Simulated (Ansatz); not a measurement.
# H2O with H2: superposition error and deformation, part 2 of 3

Ansatz 0.2.0, Gaussian basis. Earlier steps stand in the parts before.

### 10 revPBE-D4/def2-TZVPPD

The inputs:

a/in.yaml

```yaml
crystal:
  periodic: [false, false, false]
  atoms:
    - {symbol: O, position_ang: [0.299188, 0.191017, -1.051495]}
    - {symbol: H, position_ang: [-0.503575, 0.653196, -1.303038]}
    - {symbol: H, position_ang: [0.175242, -0.710530, -1.356718]}
basis:
  gaussian: {orbitals: "def2-TZVPPD.json"}
hamiltonian: {xc: {name: revPBE}, dispersion: d4}
```

b/in.yaml

```yaml
crystal:
  periodic: [false, false, false]
  atoms:
    - {symbol: H, position_ang: [-0.060230, -0.118642, 2.218674]}
    - {symbol: H, position_ang: [0.089475, -0.015042, 1.492577]}
basis:
  gaussian: {orbitals: "def2-TZVPPD.json"}
hamiltonian: {xc: {name: revPBE}, dispersion: d4}
```

Each run has its own folder and the same command.

Run with:

```
> ansatz run in.yaml --threads 2 --pin off --events-out ev --progress --plain --max-ram 5222MiB
```

a printed, cut to the lines that bear on the results:

```text
Functional definition: revPBE
  name "revPBE"
  cite "Zhang & Yang, Phys. Rev. Lett. 80, 890 (1998) doi:10.1103/PhysRevLett.80.890"
  cite "Perdew, Burke & Ernzerhof, Phys. Rev. Lett. 77, 3865 (1996) doi:10.1103/PhysRevLett.77.3865"
[...]
302 factors; their error is unknown
[...]
mean field -2080.13903793 eV, -76.4436996751 hartree, gradient 1.3e-5 eV, S^2 0.000000; 0 other end points of the search recorded, 0 dependent functions left out
reference -2080.13908723 eV, -76.4437014869 hartree; 5, 5 occupied and 69, 69 virtual orbitals, 302 factors
Total energy: -2080.16486818 eV, -76.4446489193 hartree
```

b printed, cut to the lines that bear on the results:

```text
[... 4 set-up lines as earlier in the session ...]
[...]
118 factors; their error is unknown
[...]
mean field -32.01662233 eV, -1.1765891688 hartree, gradient 1.6e-5 eV, S^2 0.000000; 0 other end points of the search recorded, 0 dependent functions left out
reference -32.01664892 eV, -1.1765901463 hartree; 1, 1 occupied and 33, 33 virtual orbitals, 118 factors
Total energy: -32.02740087 eV, -1.1769852732 hartree
```

Wall times: 0.15 s (a), 0.1 s (b) on 2 threads of AMD EPYC 9R45, shared host.

### 11 B97M-V/def2-TZVPPD

Each input of step 10 (a, b) changes in the same lines:

```diff
-hamiltonian: {xc: {name: revPBE}, dispersion: d4}
+hamiltonian: {xc: {name: B97M-V}}
```

Each run has its own folder and the same command.

Run with:

```
> ansatz run in.yaml --threads 2 --pin off --events-out ev --progress --plain --max-ram 5222MiB
```

Output in a, cut to the lines that bear on the results:

```text
Functional definition: B97M-V
  name "B97M-V"
  cite "Mardirossian & Head-Gordon, J. Chem. Phys. 142, 074111 (2015) doi:10.1063/1.4907719"
[... 2 set-up lines as earlier in the session ...]
  # Of w^i u^j: cxij and so on, Table III.
[...]
  gx(w, u) = cx00 + cx01*u + cx02*u^2 + (cx10 + cx11*u)*w
[...]
  gos(w, u) = cos00 + cos01*u + cos03*u^3 + cos10*w + cos32*w^3*u^2
[...]
      + integral(e_c_pw_mod_opposite_spin*gos(b97_w_opposite, b97_u_opposite)) + vv10(b, c)
302 factors; their error is unknown
[...]
mean field -2080.01534647 eV, -76.4391540976 hartree, gradient 6.6e-5 eV, S^2 0.000000; 0 other end points of the search recorded, 0 dependent functions left out
reference -2080.01540418 eV, -76.4391562184 hartree; 5, 5 occupied and 69, 69 virtual orbitals, 302 factors
Total energy: -2080.01540418 eV, -76.4391562184 hartree
```

Output in b, cut to the lines that bear on the results:

```text
[... 5 set-up lines as earlier in the session ...]
  # Of w^i u^j: cxij and so on, Table III.
[...]
  gx(w, u) = cx00 + cx01*u + cx02*u^2 + (cx10 + cx11*u)*w
  gss(w, u) = css00 + css02*u^2 + css10*w + (css32*w^3 + css42*w^4)*u^2
  gos(w, u) = cos00 + cos01*u + cos03*u^3 + cos10*w + cos32*w^3*u^2
[...]
      + integral(e_c_pw_mod_opposite_spin*gos(b97_w_opposite, b97_u_opposite)) + vv10(b, c)
118 factors; their error is unknown
[...]
mean field -31.90508334 eV, -1.1724901868 hartree, gradient 1.2e-5 eV, S^2 0.000000; 0 other end points of the search recorded, 0 dependent functions left out
reference -31.90511200 eV, -1.1724912399 hartree; 1, 1 occupied and 33, 33 virtual orbitals, 118 factors
Total energy: -31.90511200 eV, -1.1724912399 hartree
```

They took 0.3 s (a), 0.15 s (b) on 2 threads of AMD EPYC 9R45, shared host.

### 12 HSE06-D4/def2-TZVPPD

Each input of step 11 (a, b) changes in the same lines:

```diff
-hamiltonian: {xc: {name: B97M-V}}
+hamiltonian: {xc: hse06, dispersion: d4}
```

One command serves all of them, each in its own folder.

Run with:

```
> ansatz run in.yaml --threads 2 --pin off --events-out ev --progress --plain --max-ram 5222MiB
```

a printed, cut to the lines that bear on the results:

```text
Functional definition: HSE06
  name "HSE06"
  cite "Heyd, Scuseria & Ernzerhof, J. Chem. Phys. 118, 8207 (2003) doi:10.1063/1.1564060"
  cite "Krukau, Vydrov, Izmaylov & Scuseria, J. Chem. Phys. 125, 224106 (2006) doi:10.1063/1.2404663"
  cite "Heyd & Scuseria, J. Chem. Phys. 120, 7274 (2004) doi:10.1063/1.1668634"
  cite "Ernzerhof & Perdew, J. Chem. Phys. 109, 3313 (1998) doi:10.1063/1.476928"
[...]
  # The whole range is PBE's own exchange, as in plane waves. The composition of these papers is wPBEh.
[...]
302 factors; their error is unknown
34 factors; integrals over basis functions are off by at most 5.2e-5 eV
[...]
mean field -2078.39952944 eV, -76.3797739170 hartree, gradient 9.0e-5 eV, S^2 0.000000; 0 other end points of the search recorded, 0 dependent functions left out
reference -2078.39956864 eV, -76.3797753576 hartree; 5, 5 occupied and 69, 69 virtual orbitals, 302 factors
Total energy: -2078.40339430 eV, -76.3799159481 hartree
```

Output in b, cut to the lines that bear on the results:

```text
[... 6 set-up lines as earlier in the session ...]
[...]
  # The whole range is PBE's own exchange, as in plane waves. The composition of these papers is wPBEh.
[...]
118 factors; their error is unknown
20 factors; integrals over basis functions are off by at most 3.6e-5 eV
[...]
mean field -31.78213458 eV, -1.1679719032 hartree, gradient 6.1e-5 eV, S^2 0.000000; 0 other end points of the search recorded, 0 dependent functions left out
reference -31.78215448 eV, -1.1679726343 hartree; 1, 1 occupied and 33, 33 virtual orbitals, 118 factors
Total energy: -31.78358822 eV, -1.1680253234 hartree
```

Wall times: 0.2 s (a), 0.1 s (b) on 2 threads of AMD EPYC 9R45, shared host.

### 13 CCSD(T)/def2-TZVPPD

Each input of step 12 (a, b) changes in the same lines:

```diff
-hamiltonian: {xc: hse06, dispersion: d4}
+correlation: {method: ccsd_t}
```

Each run has its own folder and the same command.

Run with:

```
> ansatz run in.yaml --threads 2 --pin off --events-out ev --progress --plain --max-ram 5222MiB
```

a printed, cut to the lines that bear on the results:

```text
Functional definition: HF
  name "HF"
  cite "Fock, Z. Phys. 61, 126 (1930) doi:10.1007/BF01340294"
[... 1 set-up line as earlier in the session ...]
[...]
427 factors; integrals over basis functions are off by at most 1.1e-3 eV
[...]
mean field -2069.79940155 eV, -76.0637250465 hartree, gradient 1.2e-6 eV, S^2 0.000000; 0 other end points of the search recorded, 0 dependent functions left out
1 core orbitals not correlated: weight in the atoms' cores, before any rotation towards them, 1.000 or more for the frozen orbitals, at most 0.000 for the correlated occupied ones
reference -2069.79940155 eV, -76.0637250465 hartree; 4, 4 occupied and 69, 69 virtual orbitals, 427 factors
second order -7.17021118 eV of doubles, -0.00000000 eV of singles
cycle   1  -7.15200408 eV  change    1.8e-2 eV  update   4.7e-2
[...]
cycle   9  -7.31629326 eV  change    1.5e-6 eV  update   2.9e-6
perturbative correction -0.21988649 eV, -0.0080806794 hartree
Total energy: -2077.33558129 eV, -76.3406745439 hartree
```

Output in b, cut to the lines that bear on the results:

```text
[... 4 set-up lines as earlier in the session ...]
[...]
170 factors; integrals over basis functions are off by at most 1.1e-3 eV
[...]
mean field -30.82816058 eV, -1.1329140053 hartree, gradient 2.3e-7 eV, S^2 0.000000; 0 other end points of the search recorded, 0 dependent functions left out
reference -30.82816058 eV, -1.1329140053 hartree; 1, 1 occupied and 33, 33 virtual orbitals, 170 factors
second order -0.86463796 eV of doubles, -0.00000000 eV of singles
cycle   1  -1.00948641 eV  change   -1.4e-1 eV  update   2.6e-2
[...]
cycle   7  -1.07578237 eV  change   -1.3e-6 eV  update   5.8e-7
perturbative correction 0.00000000 eV, 0.0000000000 hartree
Total energy: -31.90394295 eV, -1.1724482781 hartree
```

Times: 0.35 s (a), 0.1 s (b) on 2 threads of AMD EPYC 9R45, shared host.

### 14 Relaxing H2O alone

The input, relax-a/in.yaml:

```yaml
crystal:
  periodic: [false, false, false]
  atoms:
    - {symbol: O, position_ang: [0.299188, 0.191017, -1.051495]}
    - {symbol: H, position_ang: [-0.503575, 0.653196, -1.303038]}
    - {symbol: H, position_ang: [0.175242, -0.710530, -1.356718]}
basis:
  gaussian: {orbitals: def2-TZVP}
hamiltonian: {xc: pbe0, dispersion: d4}
relax: {f_tol: 0.005, max_steps: 200}
```

Run with:

```
> ansatz run in.yaml --threads 2 --pin off --events-out ev --progress --plain --max-ram 5222MiB
```

The log of the run, cut to the lines that bear on the results:

```text
[... 5 set-up lines as earlier in the session ...]
[...]
239 factors; their error is unknown
[...]
mean field -2078.33306819 eV, -76.3773315112 hartree, gradient 1.2e-5 eV, S^2 0.000000; 0 other end points of the search recorded, 0 dependent functions left out
[...]
reference -2078.33308997 eV, -76.3773323116 hartree; 5, 5 occupied and 38, 38 virtual orbitals, 239 factors
Total energy: -2078.33734568 eV, -76.3774887062 hartree
Atom 0 at     0.299236     0.191040    -1.051466 Å, force     0.000998     0.000473     0.000600 eV/Å
Atom 1 at    -0.503435     0.652855    -1.303065 Å, force     0.001248    -0.003747    -0.000438 eV/Å
Atom 2 at     0.175054    -0.710211    -1.356720 Å, force    -0.002246     0.003274    -0.000162 eV/Å
Dipole moment:    -0.341795    -0.162051    -0.205350 e Å
```

Run time: 0.25 s. Hardware: 2 threads of AMD EPYC 9R45, shared host.

The steps of the relaxation:

```tsv
step	energy from step 1 (eV)	largest force component (eV/Å)
1	0.0000	0.0168
2	0.0000	0.0037
```

Distances of close pairs at the start and the end, largest changes first:

```tsv
bond	before (Å)	after (Å)	change (Å)
O1–H2	0.960	0.960	-0.000
O1–H3	0.960	0.960	-0.000
```

### 15 Relaxing H2 alone

The input, relax-b/in.yaml:

```yaml
crystal:
  periodic: [false, false, false]
  atoms:
    - {symbol: H, position_ang: [-0.060230, -0.118642, 2.218674]}
    - {symbol: H, position_ang: [0.089475, -0.015042, 1.492577]}
basis:
  gaussian: {orbitals: def2-TZVP}
hamiltonian: {xc: pbe0, dispersion: d4}
relax: {f_tol: 0.005, max_steps: 200}
```

Run with:

```
> ansatz run in.yaml --threads 2 --pin off --events-out ev --progress --plain --max-ram 5222MiB
```

The log of the run, cut to the lines that bear on the results:

```text
[... 5 set-up lines as earlier in the session ...]
[...]
88 factors; their error is unknown
[...]
mean field -31.78854354 eV, -1.1682074280 hartree, gradient 1.7e-5 eV, S^2 0.000000; 0 other end points of the search recorded, 0 dependent functions left out
[...]
reference -31.78866855 eV, -1.1682120223 hartree; 1, 1 occupied and 11, 11 virtual orbitals, 88 factors
Total energy: -31.79027511 eV, -1.1682710621 hartree
Atom 0 at    -0.059990    -0.118476     2.217508 Å, force     0.000379     0.000262    -0.001836 eV/Å
Atom 1 at     0.089235    -0.015208     1.493743 Å, force    -0.000379    -0.000262     0.001836 eV/Å
Dipole moment:     0.000000    -0.000000    -0.000000 e Å
```

Wall time 0.15 s (2 threads of AMD EPYC 9R45, shared host).

Along the way:

```tsv
step	energy from step 1 (eV)	largest force component (eV/Å)
1	0.0000	0.0854
2	-0.0001	0.0018
```

The bond:

```tsv
bond	before (Å)	after (Å)	change (Å)
H1–H2	0.749	0.746	-0.002
```

### 16 PBE-D4/def2-TZVPPD

The input, free-a/in.yaml:

```yaml
crystal:
  periodic: [false, false, false]
  atoms:
    - {symbol: O, position_ang: [0.299236, 0.191040, -1.051466]}
    - {symbol: H, position_ang: [-0.503435, 0.652855, -1.303065]}
    - {symbol: H, position_ang: [0.175054, -0.710211, -1.356720]}
basis:
  gaussian: {orbitals: "def2-TZVPPD.json"}
hamiltonian: {xc: pbe, dispersion: d4}
```

The input, free-b/in.yaml:

```yaml
crystal:
  periodic: [false, false, false]
  atoms:
    - {symbol: H, position_ang: [-0.059990, -0.118476, 2.217508]}
    - {symbol: H, position_ang: [0.089235, -0.015208, 1.493743]}
basis:
  gaussian: {orbitals: "def2-TZVPPD.json"}
hamiltonian: {xc: pbe, dispersion: d4}
```

The same command starts each run, in its folder.

Run with:

```
> ansatz run in.yaml --threads 2 --pin off --events-out ev --progress --plain --max-ram 5222MiB
```

Output in free-a, cut to the lines that bear on the results:

```text
[... 4 set-up lines as earlier in the session ...]
[...]
302 factors; their error is unknown
[...]
mean field -2078.50028324 eV, -76.3834765508 hartree, gradient 8.9e-5 eV, S^2 0.000000; 0 other end points of the search recorded, 0 dependent functions left out
reference -2078.50032284 eV, -76.3834780061 hartree; 5, 5 occupied and 69, 69 virtual orbitals, 302 factors
Total energy: -2078.50563975 eV, -76.3836733990 hartree
```

Log of free-b, cut to the lines that bear on the results:

```text
[... 4 set-up lines as earlier in the session ...]
[...]
118 factors; their error is unknown
[...]
mean field -31.73230336 eV, -1.1661406395 hartree, gradient 1.3e-5 eV, S^2 0.000000; 0 other end points of the search recorded, 0 dependent functions left out
reference -31.73232426 eV, -1.1661414075 hartree; 1, 1 occupied and 33, 33 virtual orbitals, 118 factors
Total energy: -31.73434348 eV, -1.1662156127 hartree
```

Wall times: 0.15 s (free-a), 0.1 s (free-b) on 2 threads of AMD EPYC 9R45, shared host.

### 17 r2SCAN-D4/def2-TZVPPD

The same edit goes into each in.yaml of step 16 (free-a, free-b):

```diff
-hamiltonian: {xc: pbe, dispersion: d4}
+hamiltonian: {xc: r2scan, dispersion: d4}
```

Each run has its own folder and the same command.

Run with:

```
> ansatz run in.yaml --threads 2 --pin off --events-out ev --progress --plain --max-ram 5222MiB
```

Output in free-a, cut to the lines that bear on the results:

```text
[... 5 set-up lines as earlier in the session ...]
[...]
302 factors; their error is unknown
[...]
mean field -2079.64507713 eV, -76.4255469506 hartree, gradient 6.7e-6 eV, S^2 0.000000; 0 other end points of the search recorded, 0 dependent functions left out
reference -2079.64509100 eV, -76.4255474601 hartree; 5, 5 occupied and 69, 69 virtual orbitals, 302 factors
Total energy: -2079.64636349 eV, -76.4255942234 hartree
```

Log of free-b, cut to the lines that bear on the results:

```text
[... 5 set-up lines as earlier in the session ...]
[...]
118 factors; their error is unknown
[...]
mean field -31.87257568 eV, -1.1712955523 hartree, gradient 8.3e-5 eV, S^2 0.000000; 0 other end points of the search recorded, 0 dependent functions left out
reference -31.87258202 eV, -1.1712957853 hartree; 1, 1 occupied and 33, 33 virtual orbitals, 118 factors
Total energy: -31.87308341 eV, -1.1713142108 hartree
```

Times: 0.25 s (free-a), 0.15 s (free-b) on 2 threads of AMD EPYC 9R45, shared host.

### 18 PBE0-D4/def2-TZVPPD

The same edit goes into each in.yaml of step 17 (free-a, free-b):

```diff
-hamiltonian: {xc: r2scan, dispersion: d4}
+hamiltonian: {xc: pbe0, dispersion: d4}
+output: {orbitals: {seedname: orbitals}}
```

The same command starts each run, in its folder.

Run with:

```
> ansatz run in.yaml --threads 2 --pin off --events-out ev --progress --plain --max-ram 5222MiB
```

Log of free-a, cut to the lines that bear on the results:

```text
[... 5 set-up lines as earlier in the session ...]
[...]
302 factors; their error is unknown
[...]
mean field -2078.49627105 eV, -76.3833291056 hartree, gradient 8.4e-6 eV, S^2 0.000000; 0 other end points of the search recorded, 0 dependent functions left out
reference -2078.49630057 eV, -76.3833301906 hartree; 5, 5 occupied and 69, 69 virtual orbitals, 302 factors
Total energy: -2078.50055629 eV, -76.3834865852 hartree
```

Output in free-b, cut to the lines that bear on the results:

```text
[... 5 set-up lines as earlier in the session ...]
[...]
118 factors; their error is unknown
[...]
mean field -31.79643934 eV, -1.1684975933 hartree, gradient 8.9e-5 eV, S^2 0.000000; 0 other end points of the search recorded, 0 dependent functions left out
reference -31.79645427 eV, -1.1684981422 hartree; 1, 1 occupied and 33, 33 virtual orbitals, 118 factors
Total energy: -31.79806083 eV, -1.1685571820 hartree
```

Times: 0.2 s (free-a), 0.1 s (free-b) on 2 threads of AMD EPYC 9R45, shared host.

[end of part 2 of 3]
